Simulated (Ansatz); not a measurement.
This was printed by a script on the Ansatz DFT code, driven from Python, for harmonic frequencies at the relaxed geometry of CH2NSb, SMILES [CH]1=[N][SbH]1. What did the script look like? Use (for the species named): Hartree-Fock, def2-SVP basis, multiplicity 1.

```xyz
5

C    -0.1091   -0.8297    0.1648
N     0.4444   -0.0760    1.1579
Sb    0.9231    0.7036   -0.6045
H    -0.7385   -1.5957   -0.1184
H    -0.4700    1.7241   -0.6412
```

```console
$ python freq_ch2nsb.py
pair        before    after (A)
C0-N1        1.3641   1.1951
C0-Sb2       2.0021   2.1957
C0-H3        1.0311   1.0859
N1-Sb2       1.9857   2.2598
Sb2-H4       1.7273   1.7053
frequencies (1/cm): 298 531 566 721 858 978 1970 2042 3344
imaginary modes: 0  zero-point energy: 0.7011 eV
H(298 K) - E = 0.8314 eV
S(298 K, 1 bar) = 283.0 J/(mol K) with symmetry number 1
```

The script that was run (others could print the same):

`freq_ch2nsb.py`
```python
"""Vibrations and zero-point energy of CH2NSb."""

import itertools
import warnings

import ansatz as az
from ase import Atoms
from ase.data import atomic_numbers, covalent_radii
from ase.thermochemistry import IdealGasThermo
import numpy as np

warnings.simplefilter("ignore", az.DeckWarning)

ch2nsb = (
    az.Crystal.molecule()
    .atom("C", (-0.1091, -0.8297, 0.1648))
    .atom("N", (0.4444, -0.076, 1.1579))
    .atom("Sb", (0.9231, 0.7036, -0.6045))
    .atom("H", (-0.7385, -1.5957, -0.1184))
    .atom("H", (-0.47, 1.7241, -0.6412))
)

job = (
    ch2nsb.calculation()
    .basis(gaussian="def2-SVP")
    .functional("hf")
)
symbols = [site.symbol for site in ch2nsb.cartesian_sites]
start = np.array([site.position_ang for site in ch2nsb.cartesian_sites], dtype=float)
summary = job.relax(force_tolerance=0.003).run().report
end = np.array(summary["positions_ang"])

# pairs closer than 1.2 times the sum of covalent radii, before or after
radius = [covalent_radii[atomic_numbers[s]] for s in symbols]
span = lambda where, i, j: np.linalg.norm(where[i] - where[j])
bonded = [(i, j) for i, j in itertools.combinations(range(len(symbols)), 2) if min(span(start, i, j), span(end, i, j)) < 1.2 * (radius[i] + radius[j])]
print("pair        before    after (A)")
for i, j in bonded:
    print(f"{symbols[i]}{i}-{symbols[j]}{j}".ljust(10), f"{span(start, i, j):8.4f} {span(end, i, j):8.4f}")

# same settings at the minimum
minimum = az.Crystal.molecule()
for symbol, place in zip(symbols, end):
    minimum = minimum.atom(symbol, place.tolist())
vibrating = (
    minimum.calculation()
    .basis(gaussian="def2-SVP")
    .functional("hf")
    .phonons(temperatures=(100, 500, 100))
)
vib = vibrating.run().report["vibrations"]
sums = vib["harmonic_sums"]
modes = [m["omega_inv_cm"] for m in sums["modes_at_gamma"] if m["rigid_motion"] == "no"]
print("frequencies (1/cm):", " ".join(f"{w:.0f}" for w in modes))
print("imaginary modes:", sum(w < 0 for w in modes), " zero-point energy:", round(sums["zero_point_energy_ev"], 4), "eV")
# rigid rotor and ideal gas, symmetry number taken as one
gas = IdealGasThermo(vib_energies=[w / 8065.544 for w in modes if w > 0], geometry="linear" if len(modes) == 3 * len(symbols) - 5 else "nonlinear",
                     atoms=Atoms(symbols, positions=end), symmetrynumber=1, spin=0.0)
print(f"H(298 K) - E = {gas.get_enthalpy(298.15, verbose=False):.4f} eV")
print(f"S(298 K, 1 bar) = {96485.33 * gas.get_entropy(298.15, 1e5, verbose=False):.1f} J/(mol K) with symmetry number 1")
```

Reading the output:
- The frequencies are harmonic and unscaled, in a modest basis.
- def2 sets replace the cores of elements past krypton by effective core potentials.
- The entropy takes a symmetry number of 1; a symmetric molecule's is lower by R ln(sigma).
- It ran for 52 s on 1 thread of Arm Neoverse V1 (shared host), peak memory 0.24 GiB.
